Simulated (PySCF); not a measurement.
# C₄H₇FSeSi: electronic excitations

Aim: predict the electronic excitations of C₄H₇FSeSi (`C#C[Si@@H](F)[Se]CC`).

Programs: PySCF 2.14.0, with density-fitted response routines of our own. Each step states its level of theory. These are calculated values for one molecule in the gas phase, unless marked as measured. Atoms count from 0, in the outputs and in this text.

### Step 1. The starting structure

14 atoms, charge 0, multiplicity 1; geometry from: GFN2-xTB.

Bonds of the start (Å): C0–C1 1.20, C1–Si2 1.85, Si2–F3 1.60, Si2–Se4 2.27, Se4–C5 1.98, C5–C6 1.51, C0–H7 1.05, Si2–H8 1.46, C5–H9 1.09, C5–H10 1.09, C6–H11 1.09, C6–H12 1.09, C6–H13 1.09.

### Step 2. Ultraviolet spectrum: CAM-B3LYP/def2-SVPD

Job settings and geometry (Å):

```
{"job": {"kind": "uv", "xc": "CAM-B3LYP", "basis": "def2-SVPD", "nstates": 8, "ntriplets": 3}, "charge": 0, "multiplicity": 1}
C      2.440495     1.476350    -0.356783
C      2.069684     0.423057     0.088898
Si     1.421680    -1.152783     0.807474
F      2.544510    -1.708086     1.810343
Se    -0.434057    -0.861400     2.081066
C     -1.725986    -0.551633     0.610837
C     -1.536751     0.786278    -0.073974
H      2.786669     2.389176    -0.749824
H      1.246808    -2.174111    -0.214504
H     -2.707410    -0.612648     1.082962
H     -1.621656    -1.380958    -0.090103
H     -2.306695     0.921592    -0.831948
H     -0.561507     0.847541    -0.553489
H     -1.616462     1.597153     0.646903
```

Method: TDDFT CAM-B3LYP/def2-SVPD, vertical, gas phase, core orbitals frozen in the response.

Started as:

```console
> OMP_NUM_THREADS=1 python probes_run.py task.json out
```

One launch serves the whole session: the jobs run in the order shown.

Standard output:

```text
coarse grid: 57072 points
cycle   1  E = -2946.9182859246  dE = -2.397e-01  |g| = 6.062e-01  |ddm| = 8.208e+00
cycle   2  E = -2946.9104708789  dE =  7.815e-03  |g| = 7.200e-01  |ddm| = 2.022e+00
cycle   3  E = -2946.9981952566  dE = -8.772e-02  |g| = 8.719e-02  |ddm| = 7.446e-01
cycle   4  E = -2946.9995648334  dE = -1.370e-03  |g| = 2.359e-02  |ddm| = 1.878e-01
cycle   5  E = -2946.9997130762  dE = -1.482e-04  |g| = 7.617e-03  |ddm| = 9.388e-02
cycle   6  E = -2946.9997234936  dE = -1.042e-05  |g| = 3.315e-03  |ddm| = 1.789e-02
cycle   7  E = -2946.9997262982  dE = -2.805e-06  |g| = 1.011e-03  |ddm| = 6.385e-03
final grid: 119040 points
cycle   8  E = -2946.9997644672  dE =  1.958e-07  |g| = 1.494e-03  |ddm| = 5.330e-03
cycle   9  E = -2946.9997634591  dE =  1.008e-06  |g| = 2.514e-03  |ddm| = 5.269e-03
cycle  10  E = -2946.9997650242  dE = -1.565e-06  |g| = 8.736e-05  |ddm| = 3.213e-03
cycle  11  E = -2946.9997650258  dE = -1.617e-09  |g| = 1.885e-05  |ddm| = 1.513e-04
cycle  12  E = -2946.9997650260  dE = -2.583e-10  |g| = 7.683e-06  |ddm| = 9.372e-05
converged SCF energy = -2946.9997650260

Static polarisability (au): isotropic 97.909, principal 80.960 99.449 113.317

Singlet excitations
state   eV       nm        f      main configurations
  1   4.5611    271.8   0.00401   H->L 0.89
  2   5.6289    220.3   0.01857   H->L+1 0.79
  3   5.7812    214.5   0.01484   H-1->L 0.39, H->L+1 0.10, H-3->L 0.10
  4   6.0535    204.8   0.00442   H->L+2 0.35, H->L+3 0.24, H-2->L 0.08
  5   6.2035    199.9   0.00246   H-2->L 0.38, H-1->L+1 0.14
  6   6.3272    196.0   0.00768   H-2->L+1 0.52, H-1->L+1 0.10, H-3->L+1 0.08
  7   6.5970    187.9   0.01072   H->L+3 0.39, H-3->L 0.15, H-1->L 0.11
  8   6.7647    183.3   0.03878   H->L+2 0.31, H->L+5 0.13, H-3->L 0.11

Triplet excitations (Tamm-Dancoff, eV): 4.2582 4.9180 5.2368
```

Run time: 60 s. Hardware: 1 thread of Arm Neoverse V2, shared host; peak memory 1 GiB.

The orbitals next to the gap, with their largest atomic shares:

| orbital | eV | atoms |
| --- | --- | --- |
| HOMO−3 | -10.35 | Se4 28 %, C1 20 %, C0 19 % |
| HOMO−2 | -10.15 | C1 44 %, C0 42 %, Si2 4 % |
| HOMO−1 | -9.62 | Se4 37 %, C1 17 %, C0 17 % |
| HOMO | -8.08 | Se4 74 %, Si2 8 %, C5 8 % |
| LUMO | -0.14 | Se4 24 %, Si2 21 %, C1 16 % |
| LUMO+1 | 0.60 | C0 23 %, C1 22 %, Se4 20 % |
| LUMO+2 | 1.10 | Se4 34 %, C0 10 %, C1 9 % |

With each of the 8 states as a Gaussian band of 0.4 eV half-width at 1/e, the curve within the window shown has maxima at 271 nm (ε 160), 215 nm (ε 1,500), 185 nm (ε 2,100) L/(mol cm). Beyond the last state computed it falls off for lack of states. The curve at chosen wavelengths:

| nm | ε (L/mol/cm) |
| --- | --- |
| 175 | 1017 |
| 180 | 1799 |
| 186 | 2088 |
| 191 | 1755 |
| 197 | 1302 |
| 202 | 1188 |
| 208 | 1320 |
| 213 | 1446 |
| 219 | 1387 |
| 224 | 1139 |
| 230 | 743 |
| 235 | 453 |
| 241 | 228 |
| 246 | 139 |
| 252 | 111 |
| 257 | 122 |
| 263 | 147 |
| 268 | 161 |
| 274 | 161 |
| 279 | 147 |
| 285 | 121 |
| 290 | 95 |
| 296 | 66 |
| 301 | 46 |
| 307 | 28 |
| 312 | 18 |

Leading natural transition orbitals of singlet state 8: the hole lies on Se4 81 %; the particle on H9 21 %; H10 16 %; Se4 15 %.

Leading natural transition orbitals of singlet state 1: the hole lies on Se4 82 %; the particle on Se4 27 %; Si2 19 %; C5 10 %.

Further results of this job:

| property | computed |
| --- | --- |
| dipole moment (D) | 3.33 |
| polarisability (Å³) | 14.51 |
| HOMO–LUMO gap (eV) | 7.94 |
| −ε(HOMO) (eV) | 8.08 |

The fields below are evaluated on a grid from the run's orbitals.

Frontier orbitals at CAM-B3LYP/def2-SVPD, with the share of their density that lies nearest to each atom:

| orbital | energy (eV) | lies on |
| --- | --- | --- |
| HOMO | -8.08 | Se4 81 % |
| LUMO | -0.14 | Si2 18 %; Se4 14 %; C0, C1 about 12 % each |

ELF in a plane through or near 6 of the atoms.

Values, 10 rows by 14 columns:
```
0.00 0.00 0.00 0.00 0.00 0.00 0.00 0.00 0.00 0.00 0.00 0.00 0.00 0.00
0.00 0.00 0.00 0.01 0.00 0.00 0.00 0.00 0.00 0.00 0.00 0.00 0.00 0.00
0.00 0.00 0.71 1.00 0.79 0.11 0.00 0.01 0.02 0.04 0.04 0.00 0.00 0.00
0.00 0.02 0.34 0.90 0.44 0.64 0.02 0.78 0.48 0.63 0.70 0.10 0.00 0.00
0.00 0.04 0.44 0.83 0.63 0.72 0.04 0.83 0.48 0.30 0.31 0.01 0.00 0.00
0.00 0.00 0.19 0.64 0.79 0.94 0.20 0.06 0.56 0.26 0.84 0.77 0.01 0.00
0.00 0.00 0.00 0.12 0.20 0.65 0.23 0.59 0.47 0.42 0.74 0.76 0.01 0.00
0.00 0.00 0.07 0.68 0.79 0.31 0.32 0.56 0.60 0.08 0.01 0.00 0.00 0.00
0.00 0.00 0.00 0.24 0.37 0.05 0.02 0.25 0.43 0.04 0.00 0.00 0.00 0.00
0.00 0.00 0.00 0.00 0.00 0.00 0.00 0.00 0.00 0.00 0.00 0.00 0.00 0.00
```
The map spans 11.1 Å across and 10.1 Å up, centred on the molecule. Atoms in the plane (x, y in Å): C0 (-2.5, 1.5), C1 (-2.1, 0.3), Si2 (-1.3, -1.3), C5 (1.8, -0.5), C6 (1.5, 1.0), H7 (-2.9, 2.4).

On the surface of density 0.002 e/bohr³ the electrostatic potential runs, from the 1st to the 99th percentile, from -1.05 V near F3 to 1.61 V near H7.

### Step 3. Summary of results

```
                                quantity                        value
    lowest singlet (CAM-B3LYP/def2-SVPD)  4.56 eV (272 nm), f = 0.004
brightest single state of those computed  state 8, 6.76 eV, f = 0.039
                          lowest triplet                      4.26 eV
   surface potential, 1st and 99th percentile           -1.05 V and 1.61 V
```

What this shows: The lowest singlet, at 4.56 eV, is HOMO→LUMO 0.89 and is weak; of the 8 states computed, the strongest absorption comes from state 8 at 6.76 eV (the last computed, so partners may be missing). The lowest triplet lies 0.30 eV below the lowest singlet (triplets in Tamm-Dancoff, singlets in full TDDFT).
